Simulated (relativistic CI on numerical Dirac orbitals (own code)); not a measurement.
**Cu³⁺: 1s photoemission with charge transfer**

Wanted: the shape of the 1s photoemission spectrum of Cu³⁺ in a cubic metal-ligand cluster, for 5 values of Veg.

Program: relativistic CI on numerical Dirac orbitals (own code) version 3. Level of theory: charge-transfer multiplet model of a cubic metal-ligand cluster with up to 3 ligand holes, Slater and spin-orbit integrals from Dirac-Coulomb-Breit ions, Slater integrals scaled by 0.9. These are calculated values, not measurements, unless marked.

### Step 1. The atom as given

| Item | Value |
| --- | --- |
| ion | Cu³⁺ (Cu IV) |
| nuclear charge | 29 |
| electrons | 26 |
| d electrons | 8 |
| ligand holes at most | 2 |
| parameters | in eV; Veg, Vt2g hoppings, tenDq and tenDqL metal and ligand splittings (negative tenDq: tetrahedral), red the scaling of hopping with a core hole |
| temperature | 300 K |
| widths | Lorentz 1.1 eV, Gauss 0.6 eV |

### Step 2. Veg = 3.2 eV

Settings of the run:

```ini
cluster ion=Cu3+ d8 ligand_holes=3 slater_scale=0.9
Delta=-0.3 Udd=7.9 Upd=10.3 tenDq=0.5 tenDqL=0.1 Veg=3.2 Vt2g=-1.71 red=0.9
spectrum xps 1s T=300 lorentz=1.1 gauss=0.6
```

The run is started by

```bash
> python run_levels.py task.json out
```

task.json lists these runs, among others, and the program works through them in turn.

Main fields of the result record, rounded (excerpt; [...] marks lines left out):

```text
{
  "status": "converged",
  "curve, one point in 5 above 2 % of the maximum [energy, intensity] [eV from the first main peak; 1/eV]": [
    [-3.1, 0.01011],
    [-2.6, 0.01409],
    [-2.1, 0.0211],
    [-1.6, 0.03503],
    [-1.1, 0.06782],
    [-0.6, 0.1511],
    [-0.1, 0.2604],
    [0.4, 0.2069],
    [0.9, 0.09663],
    [1.4, 0.04685],
    [1.9, 0.02724],
    [2.4, 0.01832],
    [2.9, 0.0138],
    [3.4, 0.01149],
    [3.9, 0.01055],
    [4.4, 0.01073],
    [4.9, 0.01228],
    [5.4, 0.01614],
    [5.9, 0.02398],
    [6.4, 0.03977],
    [6.9, 0.0812],
    [7.4, 0.1502],
    [7.9, 0.1378],
    [8.4, 0.06801],
    [8.9, 0.03226],
    [9.4, 0.01829],
    [9.9, 0.01196],
    [10.4, 0.008648],
    "... 12 more rows left out ..."
  ],
  "weights": [0.476186, 0.473486, 0.0503283],
  "n_d": 8.57414,
  "n_eg": 2.57918,
  "ground_S": 0.999485,
  "ground_energy [eV]": -6.68057,
  "cluster_levels [E_eV, degeneracy, S, weight_dn]": [
    [1.243e-14, 3, 0.9995, 0.4762],
    [1.001, 2, 0.04342, 0.3419],
    [1.581, 1, 0.0366, 0.2616],
    [1.639, 3, 0.9989, 0.5163],
    [1.641, 2, 0.989, 0.5134],
    [1.689, 3, 0.9982, 0.5132],
    [1.713, 1, 0.9998, 0.512],
    [2.347, 1, 0.9874, 0.4463],
    [2.352, 3, 0.9972, 0.441],
    [2.378, 3, 0.9982, 0.4243],
    [2.391, 2, 0.9944, 0.4234],
    [2.708, 3, 0.02961, 0.3403],
    [2.947, 3, 0.01733, 0.2861],
    [3.688, 1, 0.9951, 0.4156],
    [3.707, 3, 0.9984, 0.4218],
    [3.733, 2, 0.9994, 0.4323],
    [3.738, 3, 0.9896, 0.4299],
    [4.466, 2, 0.01177, 0.2753],
    [4.474, 3, 0.01863, 0.2713],
    [5.049, 1, 0.02388, 0.1206],
    [5.655, 3, 0.992, 0.05317],
    [5.659, 2, 0.9999, 0.05403],
    "... 2 more rows left out ..."
  ],
  "atomic [eV]": {"ground": {"F2dd": 12.4498, "F4dd": 7.76779, "zeta_d": 0.109594}, "final": {"F2dd": 13.9178, "F4dd": 8.72123, "zeta_d": 0.147971, "zeta_core": 0.0, "G2cd": 0.0862376}}
}
```

It took 1.4 s on 1 thread of Neoverse-V1, shared host; peak memory 0.18 GiB.

### Step 3. Veg = 2.3 eV

Settings of the run:

```ini
cluster ion=Cu3+ d8 ligand_holes=3 slater_scale=0.9
Delta=-0.3 Udd=7.9 Upd=10.3 tenDq=0.5 tenDqL=0.1 Veg=2.3 Vt2g=-1.23 red=0.9
spectrum xps 1s T=300 lorentz=1.1 gauss=0.6
```

From the record:

```text
{
  "status": "converged",
  "curve, one point in 9 above 2 % of the maximum [energy, intensity] [eV from the first main peak; 1/eV]": [
    [-3.4, 0.006657],
    [-2.5, 0.01161],
    [-1.6, 0.02606],
    [-0.7, 0.09356],
    [0.2, 0.1845],
    [1.1, 0.05434],
    [2, 0.02154],
    [2.9, 0.016],
    [3.8, 0.02115],
    [4.7, 0.05188],
    [5.6, 0.1619],
    [6.5, 0.0949],
    [7.4, 0.02657],
    [8.3, 0.0124],
    [9.2, 0.00806],
    [10.1, 0.006714],
    [11, 0.007191],
    [11.9, 0.01046],
    [12.8, 0.02353],
    [13.7, 0.08681],
    [14.6, 0.09156],
    [15.5, 0.02524],
    [16.4, 0.009674],
    [17.3, 0.005197]
  ],
  "weights": [0.532742, 0.436854, 0.0304041],
  "n_d": 8.49766,
  "n_eg": 2.50678,
  "ground_S": 0.999313,
  "ground_energy [eV]": -5.1182,
  "cluster_levels [E_eV, degeneracy, S, weight_dn]": [
    [5.329e-15, 3, 0.9993, 0.5327],
    [1.042, 2, 0.266, 0.384],
    [1.243, 3, 0.9989, 0.5727],
    [1.267, 2, 0.8941, 0.5354],
    [1.298, 3, 0.9979, 0.5685],
    [1.321, 1, 0.9997, 0.5671],
    [1.588, 1, 0.1799, 0.2723],
    [1.909, 1, 0.9283, 0.4948],
    [1.912, 3, 0.9974, 0.5095],
    [1.968, 3, 0.9998, 0.4822],
    [1.987, 2, 0.9878, 0.4779],
    [2.357, 3, 0.05476, 0.3367],
    [2.596, 3, 0.02433, 0.2619],
    [3.006, 1, 0.9924, 0.3862],
    [3.012, 3, 0.9965, 0.3971],
    [3.014, 2, 0.9998, 0.4169],
    [3.025, 3, 0.9787, 0.4114],
    [3.697, 2, 0.02585, 0.2421],
    [3.703, 3, 0.03682, 0.2361],
    [4.15, 1, 0.08272, 0.08724],
    [4.316, 3, 0.9928, 0.0363],
    [4.32, 1, 0.9124, 0.03365],
    "... 2 more rows left out ..."
  ],
  "atomic [eV]": {"ground": {"F2dd": 12.4498, "F4dd": 7.76779, "zeta_d": 0.109594}, "final": {"F2dd": 13.9178, "F4dd": 8.72123, "zeta_d": 0.147971, "zeta_core": 0.0, "G2cd": 0.0862376}}
}
```

Run time: 1.4 s. Hardware: 1 thread of Neoverse-V1, shared host; peak memory 0.18 GiB.

### Step 4. Veg = 2.6 eV

Settings of the run:

```ini
cluster ion=Cu3+ d8 ligand_holes=3 slater_scale=0.9
Delta=-0.3 Udd=7.9 Upd=10.3 tenDq=0.5 tenDqL=0.1 Veg=2.6 Vt2g=-1.39 red=0.9
spectrum xps 1s T=300 lorentz=1.1 gauss=0.6
```

From the record:

```text
{
  "status": "converged",
  "curve, one point in 9 above 2 % of the maximum [energy, intensity] [eV from the first main peak; 1/eV]": [
    [-4, 0.005493],
    [-3.1, 0.008789],
    [-2.2, 0.01665],
    [-1.3, 0.04369],
    [-0.4, 0.1709],
    [0.5, 0.148],
    [1.4, 0.03943],
    [2.3, 0.01823],
    [3.2, 0.01388],
    [4.1, 0.01703],
    [5, 0.03604],
    [5.9, 0.1177],
    [6.8, 0.1343],
    [7.7, 0.03543],
    [8.6, 0.01431],
    [9.5, 0.008409],
    [10.4, 0.006336],
    [11.3, 0.006008],
    [12.2, 0.007469],
    [13.1, 0.01349],
    [14, 0.04281],
    [14.9, 0.09698],
    [15.8, 0.0357],
    [16.7, 0.01128],
    [17.6, 0.005507]
  ],
  "weights": [0.510861, 0.452048, 0.0370913],
  "n_d": 8.52623,
  "n_eg": 2.5336,
  "ground_S": 0.999375,
  "ground_energy [eV]": -5.62974,
  "cluster_levels [E_eV, degeneracy, S, weight_dn]": [
    [6.217e-15, 3, 0.9994, 0.5109],
    [1.033, 2, 0.1214, 0.357],
    [1.372, 3, 0.9989, 0.551],
    [1.383, 2, 0.9613, 0.5383],
    [1.426, 3, 0.998, 0.5472],
    [1.449, 1, 0.9997, 0.546],
    [1.591, 1, 0.09223, 0.2619],
    [2.054, 1, 0.9665, 0.4824],
    [2.061, 3, 0.9973, 0.4819],
    [2.105, 3, 0.9995, 0.4583],
    [2.122, 2, 0.9909, 0.4557],
    [2.471, 3, 0.04183, 0.3393],
    [2.712, 3, 0.02105, 0.2727],
    [3.223, 1, 0.9936, 0.4001],
    [3.234, 3, 0.9974, 0.4094],
    [3.245, 2, 0.9997, 0.4259],
    [3.254, 3, 0.9838, 0.4218],
    [3.951, 2, 0.01825, 0.2562],
    [3.958, 3, 0.02709, 0.251],
    [4.454, 1, 0.04664, 0.09922],
    [4.76, 3, 0.9919, 0.04243],
    [4.766, 2, 0.9998, 0.04437],
    "... 2 more rows left out ..."
  ],
  "atomic [eV]": {"ground": {"F2dd": 12.4498, "F4dd": 7.76779, "zeta_d": 0.109594}, "final": {"F2dd": 13.9178, "F4dd": 8.72123, "zeta_d": 0.147971, "zeta_core": 0.0, "G2cd": 0.0862376}}
}
```

Wall time 1.4 s (1 thread of Neoverse-V1, shared host); peak memory 0.18 GiB.

### Step 5. Veg = 2.9 eV

Settings of the run:

```ini
cluster ion=Cu3+ d8 ligand_holes=3 slater_scale=0.9
Delta=-0.3 Udd=7.9 Upd=10.3 tenDq=0.5 tenDqL=0.1 Veg=2.9 Vt2g=-1.55 red=0.9
spectrum xps 1s T=300 lorentz=1.1 gauss=0.6
```

From the record:

```text
{
  "status": "converged",
  "curve, one point in 9 above 2 % of the maximum [energy, intensity] [eV from the first main peak; 1/eV]": [
    [-3.6, 0.00734],
    [-2.7, 0.01269],
    [-1.8, 0.02757],
    [-0.9, 0.0932],
    [0, 0.2442],
    [0.9, 0.08216],
    [1.8, 0.02688],
    [2.7, 0.01477],
    [3.6, 0.01203],
    [4.5, 0.01471],
    [5.4, 0.02909],
    [6.3, 0.09053],
    [7.2, 0.1514],
    [8.1, 0.04204],
    [9, 0.01544],
    [9.9, 0.008516],
    [10.8, 0.006023],
    [11.7, 0.005265],
    [12.6, 0.005859],
    [13.5, 0.00906],
    [14.4, 0.02343],
    [15.3, 0.07515],
    [16.2, 0.04608],
    [17.1, 0.01285],
    [18, 0.005681]
  ],
  "weights": [0.492253, 0.463985, 0.0437623],
  "n_d": 8.55151,
  "n_eg": 2.55756,
  "ground_S": 0.999432,
  "ground_energy [eV]": -6.15104,
  "cluster_levels [E_eV, degeneracy, S, weight_dn]": [
    [2.665e-15, 3, 0.9994, 0.4923],
    [1.018, 2, 0.06787, 0.3473],
    [1.505, 3, 0.9989, 0.5324],
    [1.509, 2, 0.981, 0.5269],
    [1.556, 3, 0.9981, 0.529],
    [1.58, 1, 0.9998, 0.5278],
    [1.587, 1, 0.05517, 0.2607],
    [2.201, 1, 0.9807, 0.4639],
    [2.208, 3, 0.9972, 0.4594],
    [2.242, 3, 0.999, 0.4394],
    [2.257, 2, 0.993, 0.4379],
    [2.588, 3, 0.034, 0.3403],
    [2.829, 3, 0.01887, 0.2805],
    [3.451, 1, 0.9945, 0.4096],
    [3.466, 3, 0.998, 0.4173],
    [3.485, 2, 0.9995, 0.4306],
    [3.492, 3, 0.9873, 0.4274],
    [4.207, 2, 0.01416, 0.267],
    [4.215, 3, 0.02182, 0.2624],
    [4.753, 1, 0.03155, 0.1103],
    [5.207, 3, 0.9917, 0.04787],
    [5.211, 2, 0.9999, 0.04909],
    "... 2 more rows left out ..."
  ],
  "atomic [eV]": {"ground": {"F2dd": 12.4498, "F4dd": 7.76779, "zeta_d": 0.109594}, "final": {"F2dd": 13.9178, "F4dd": 8.72123, "zeta_d": 0.147971, "zeta_core": 0.0, "G2cd": 0.0862376}}
}
```

Wall time 1.4 s (1 thread of Neoverse-V1, shared host); peak memory 0.18 GiB.

### Step 6. Veg = 3.5 eV

Settings of the run:

```ini
cluster ion=Cu3+ d8 ligand_holes=3 slater_scale=0.9
Delta=-0.3 Udd=7.9 Upd=10.3 tenDq=0.5 tenDqL=0.1 Veg=3.5 Vt2g=-1.87 red=0.9
spectrum xps 1s T=300 lorentz=1.1 gauss=0.6
```

From the record:

```text
{
  "status": "converged",
  "curve, one point in 8 above 2 % of the maximum [energy, intensity] [eV from the first main peak; 1/eV]": [
    [-3.7, 0.007875],
    [-2.9, 0.01262],
    [-2.1, 0.02364],
    [-1.3, 0.05883],
    [-0.5, 0.2036],
    [0.3, 0.2331],
    [1.1, 0.06946],
    [1.9, 0.0272],
    [2.7, 0.01507],
    [3.5, 0.01059],
    [4.3, 0.009197],
    [5.1, 0.0101],
    [5.9, 0.01497],
    [6.7, 0.0287],
    [7.5, 0.08655],
    [8.3, 0.1457],
    [9.1, 0.04926],
    [9.9, 0.01785],
    [10.7, 0.009361],
    [11.5, 0.006102],
    [15.4, 0.008848],
    [16.2, 0.02422],
    [17, 0.05497],
    [17.8, 0.0295],
    [18.6, 0.009507]
  ],
  "weights": [0.462143, 0.481128, 0.0567288],
  "n_d": 8.59459,
  "n_eg": 2.59882,
  "ground_S": 0.999533,
  "ground_energy [eV]": -7.21712,
  "cluster_levels [E_eV, degeneracy, S, weight_dn]": [
    [1.776e-15, 3, 0.9995, 0.4621],
    [0.9855, 2, 0.03028, 0.3378],
    [1.574, 1, 0.02605, 0.2627],
    [1.775, 3, 0.9989, 0.502],
    [1.775, 2, 0.9928, 0.5004],
    [1.824, 3, 0.9983, 0.4991],
    [1.847, 1, 0.9998, 0.498],
    [2.492, 1, 0.991, 0.431],
    [2.495, 3, 0.9971, 0.4259],
    [2.513, 3, 0.9973, 0.4119],
    [2.525, 2, 0.9954, 0.4114],
    [2.83, 3, 0.02749, 0.3395],
    [3.068, 3, 0.01621, 0.2901],
    [3.933, 1, 0.9956, 0.4188],
    [3.954, 3, 0.9987, 0.4239],
    [3.986, 2, 0.9992, 0.432],
    [3.99, 3, 0.9913, 0.4302],
    [4.728, 2, 0.01029, 0.2817],
    [4.735, 3, 0.01655, 0.2782],
    [5.342, 1, 0.01943, 0.13],
    [6.105, 3, 0.9926, 0.05843],
    [6.107, 2, 0.9999, 0.05909],
    "... 2 more rows left out ..."
  ],
  "atomic [eV]": {"ground": {"F2dd": 12.4498, "F4dd": 7.76779, "zeta_d": 0.109594}, "final": {"F2dd": 13.9178, "F4dd": 8.72123, "zeta_d": 0.147971, "zeta_core": 0.0, "G2cd": 0.0862376}}
}
```

It took 1.4 s on 1 thread of Neoverse-V1, shared host; peak memory 0.18 GiB.

### Step 7. The spectra side by side

| run | d count | weight without ligand hole | ground S | up to four highest peaks (% of the highest), eV from the first main peak |
| --- | --- | --- | --- | --- |
| Veg = 3.2 eV | 8.57 | 0.48 | 1.00 | 0.0 (100), 7.6 (60), 16.3 (25) |
| Veg = 2.3 eV | 8.50 | 0.53 | 1.00 | 0.0 (100), 5.8 (91), 14.2 (61) |
| Veg = 2.6 eV | 8.53 | 0.51 | 1.00 | 0.0 (100), 6.4 (78), 14.8 (44) |
| Veg = 2.9 eV | 8.55 | 0.49 | 1.00 | 0.0 (100), 7.0 (68), 15.5 (33) |
| Veg = 3.5 eV | 8.59 | 0.46 | 1.00 | 0.0 (100), 8.1 (54), 17.1 (20) |

### Step 8. Summary of results

```
                           quantity         value
                            d count  8.50 to 8.59
ground spin (effective S from ⟨S²⟩)          1.00
```

From Veg = 2.3 eV to Veg = 3.5 eV the ground-state d count goes from 8.50 to 8.59. In the first run the ligand-hole configurations outweigh d8 itself: the bond is strongly covalent. The cluster parameters are drawn, not fitted to a compound.
